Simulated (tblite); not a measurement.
# CH6ClGeSi: the cost of one run

Programs: tblite 0.8.0 and PySCF 2.14.0. All values are calculated, for the isolated system unless a continuum is named. Atoms count from 0, parts from 1.

### Step 1. The system as given

10 atoms, charge 0, multiplicity 2; geometry: distance geometry start.

### Step 2. Relaxing the cluster with GFN2-xTB

What the job is given:

```
{"job": {"kind": "relax", "xc": "GFN2-xTB", "basis": "xTB"}, "charge": 0, "multiplicity": 2}
Si    -0.455011    -0.465002     0.927824
C     -0.780052    -1.499699    -0.573153
Ge     1.541641     0.728791     0.962158
Cl    -1.083167    -1.300162     2.775221
H     -1.750535    -1.795795    -0.586298
H     -0.135822    -2.301764    -0.548610
H     -0.558671    -0.912814    -1.417921
H      1.633212     1.469028     2.260923
H      1.575826     1.674795    -0.184428
H      2.693865    -0.273045     0.835739
```

With the program's defaults for keys left out, this is: GFN2-xTB geometry optimisation, gas phase.

Command:

```console
$ OMP_NUM_THREADS=1 python cluster_run.py task.json out
```

The driver reads the jobs from task.json and runs them one after another.

**Question.** How long does this first job take on 1 thread of Arm Neoverse V1, shared host?

About 1.6 s.
